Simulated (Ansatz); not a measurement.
# HfRu: one contact scaled

The task here is to estimate one member of a computed series from the others.

Program: Ansatz 0.2.0. Level of theory: DFT PBEsol, with the methods named in each step. These are calculated values, not measurements.

1 further run of the same task is left out (it didn't finish). Runs told in other sessions of the task aren't counted.

### The structure to begin with

Symmetry: Pm-3m, No. 221, cubic system. Conventional cell: a = 3.233 Å, b = 3.233 Å, c = 3.233 Å, α = 90.00°, β = 90.00°, γ = 90.00°. Hf (site symmetry m-3m) has 8 Ru at 2.80 Å in its first shell of neighbours. Ru (site symmetry m-3m) is surrounded by 8 Hf at 2.80 Å.

Structure file:

```
CELL_PARAMETERS angstrom
3.23300 0.00000 0.00000
0.00000 3.23300 0.00000
0.00000 0.00000 3.23300
ATOMIC_POSITIONS crystal
Hf 0.00000 0.00000 0.00000
Ru 0.50000 0.50000 0.50000
```

Atoms are numbered in the order of the input: Hf1, Ru2.

The first run:

input.yaml

```yaml
crystal:
  lattice:
    - [3.233, 0.0, 0.0]
    - [0.0, 3.233, 0.0]
    - [0.0, 0.0, 3.233]
  atoms:
    - { symbol: Hf, position: [0.0, 0.0, 0.0] }
    - { symbol: Ru, position: [0.5, 0.5, 0.5] }
kpoints:
  mp_grid: { grid: [9, 9, 9] }
scf:
  occupations: { method: fermi_dirac, width: 0.05 }
hamiltonian:
  xc: pbesol
  pseudopotentials: { kind: all_electron, lapw: { basis_error: 0.001 } }
output:
  forces: true
  stress: true
  eigenvalues: true
  populations: true
```

The run is started by

```bash
$ ansatz run input.yaml --threads 1 --pin off --max-ram 2048MiB --backend cpu --events-out ev --progress --plain --runs-dir out
```

Steps of the session up to this table: The bond as given, LAPW; Shortest bond scaled by 1, crystal datasets; Shortest bond scaled by 0.94, LAPW; Shortest bond scaled by 0.82, LAPW; Shortest bond scaled by 0.76, LAPW; Shortest bond scaled by 0.76, crystal datasets; Shortest bond scaled by 0.64, LAPW; Shortest bond scaled by 0.64, crystal datasets.

One of the session's tables, all rows but one given; the rest of the session is left out.

```
             method  length (Å)  force along the bond (eV/Å)  pressure (GPa)  largest force (eV/Å)
               LAPW       1.792                       24.933           86.26                24.933
               LAPW       2.128                        7.981           26.84                 7.981
               LAPW       2.296                        4.502           12.12                 4.502
               LAPW       2.632                            ?               ?                     ?
               LAPW       2.800                        0.000           -4.70                 0.000
                PAW       1.792                       25.156           86.86                25.156
                PAW       2.128                        7.992           26.86                 7.992
                PAW       2.296                        4.515           12.15                 4.515
                PAW       2.632                        1.035           -2.76                 1.035
                PAW       2.800                        0.000           -4.71                 0.000
PAW (source ansatz)       1.792                       25.054           86.66                25.054
   crystal datasets       1.792                       24.935           86.26                24.935
   crystal datasets       2.128                        7.982           26.84                 7.982
   crystal datasets       2.800                        0.000           -4.70                 0.000
```

**Question.** Estimate the row for LAPW, 2.632.

As computed: force along the bond (eV/Å): 1.034; pressure (GPa): -2.75; largest force (eV/Å): 1.034. In the column «force along the bond (eV/Å)» it lies between crystal datasets, 2.800 (0.000) and PAW, 2.632 (1.035).

Caveats from the session: Rows by PAW come from runs of the same series that aren't printed here. Warnings in the runs' records: gradients without spin orbit, crystal datasets made.
